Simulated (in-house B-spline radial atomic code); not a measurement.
# Sr²⁺: binding energies from hole states

How much more does a second hole in Sr²⁺ cost because of the first?

Program: in-house B-spline radial atomic code version 1. Level of theory: Dirac-Hartree-Fock, average of configuration, Fermi nucleus, basis-set limit. These are calculated values, not measurements, unless marked.

### 1 The system

* element: strontium (Z = 38)
* charge: +2
* electrons: 36
* configuration: [Ar] 3d10 4s2 4p6
* Hamiltonian: Dirac-Coulomb
* nucleus: Fermi, rms radius 4.224 fm

Outer shells as boxes (Hund's rule):

[Ar] 3d10 4s2 4p6
```
[Ar] core
3d [↑↓][↑↓][↑↓][↑↓][↑↓]
4s [↑↓]
4p [↑↓][↑↓][↑↓]
```

Input settings:

```ini
Z = 38
electrons = 36.0
configuration = [Ar] 3d10 4s2 4p6
hamiltonian = dirac
method = hf
spin_polarised = False
nucleus = fermi
rms_radius = 4.224
mass_number = 88
atomic_mass = 87.905612253
speed_of_light = 137.035999084
```

From the earlier run of the reference: total energy -3177.522510 hartree. Levels, eight at most:

```tsv
orbital	occupation	energy (eV)	<r> (bohr)
3s1/2	2	-393.36	0.4887
3p1/2	2	-315.00	0.4891
3p3/2	4	-303.97	0.4989
3d3/2	4	-166.71	0.4942
3d5/2	6	-164.79	0.4978
4s1/2	2	-66.245	1.366
4p1/2	2	-43.912	1.535
4p3/2	4	-42.636	1.565
```

Single holes known from earlier runs (ΔSCF): 2s 2249.54 eV, 2p1/2 2035.50 eV, 2p3/2 1967.15 eV, 3p1/2 306.87 eV, 3p3/2 296.08 eV, 3d3/2 158.20 eV, 3d5/2 156.38 eV, 4s 65.267 eV, 4p3/2 41.820 eV.

### 2 The 2p3/2 and 3d3/2 holes

In configurations, a minus sign after the shell means j = l − 1/2 and a plus sign j = l + 1/2; the count of electrons follows.

Input settings:

```ini
Z = 38
electrons = 34.0
configuration = 1s2 2s2 2p-2 2p+3 3s2 3p6 3d-3 3d+6 4s2 4p6
hamiltonian = dirac
method = hf
spin_polarised = False
nucleus = fermi
rms_radius = 4.224
mass_number = 88
atomic_mass = 87.905612253
speed_of_light = 137.035999084
```

### 3 The 2s and 4s holes

Changes to the settings of step 2:

```diff
@@ -2,3 +2,3 @@
 electrons = 34.0
-configuration = 1s2 2s2 2p-2 2p+3 3s2 3p6 3d-3 3d+6 4s2 4p6
+configuration = 1s2 2s1 2p6 3s2 3p6 3d10 4s1 4p6
 hamiltonian = dirac
```

### 4 The 3p1/2 and 3d5/2 holes

Changes to the settings of step 3:

```diff
@@ -2,3 +2,3 @@
 electrons = 34.0
-configuration = 1s2 2s1 2p6 3s2 3p6 3d10 4s1 4p6
+configuration = 1s2 2s2 2p6 3s2 3p-1 3p+4 3d-4 3d+5 4s2 4p6
 hamiltonian = dirac
```

### 5 The 2s and 3p3/2 holes

Changes to the settings of step 4:

```diff
@@ -2,3 +2,3 @@
 electrons = 34.0
-configuration = 1s2 2s2 2p6 3s2 3p-1 3p+4 3d-4 3d+5 4s2 4p6
+configuration = 1s2 2s1 2p6 3s2 3p-2 3p+3 3d10 4s2 4p6
 hamiltonian = dirac
```

### 6 The 2p3/2 and 3d5/2 holes

Changes to the settings of step 5:

```diff
@@ -2,3 +2,3 @@
 electrons = 34.0
-configuration = 1s2 2s1 2p6 3s2 3p-2 3p+3 3d10 4s2 4p6
+configuration = 1s2 2s2 2p-2 2p+3 3s2 3p6 3d-4 3d+5 4s2 4p6
 hamiltonian = dirac
```

### 7 The 2p1/2 and 4p3/2 holes

Changes to the settings of step 6:

```diff
@@ -2,3 +2,3 @@
 electrons = 34.0
-configuration = 1s2 2s2 2p-2 2p+3 3s2 3p6 3d-4 3d+5 4s2 4p6
+configuration = 1s2 2s2 2p-1 2p+4 3s2 3p6 3d10 4s2 4p-2 4p+3
 hamiltonian = dirac
```

Before running: What does each hole state cost in eV, and how does that compare with the orbital energies or single holes?

**Answer**, as computed:

| two holes | ΔSCF (eV) | less the two single holes (eV) |
| --- | --- | --- |
| 2p3/2 and 3d3/2 | 2166.20 | 40.85 |
| 2s and 4s | 2333.61 | 18.81 |
| 3p1/2 and 3d5/2 | 496.48 | 33.23 |
| 2s and 3p3/2 | 2585.18 | 39.56 |
| 2p3/2 and 3d5/2 | 2163.13 | 39.60 |
| 2p1/2 and 4p3/2 | 2094.77 | 17.45 |

What this shows: Two holes cost more than the sum of each, because the second electron leaves a more charged ion. The excess runs from 17.5 eV (2p1/2 and 4p3/2) to 40.9 eV (2p3/2 and 3d3/2); it tends to be largest where both holes are compact. Two partly filled shells share a symmetry and can mix in the average, which may lower the energy, in these hole states: 2s and 4s. Values are for the free ion, measured from the vacuum level.
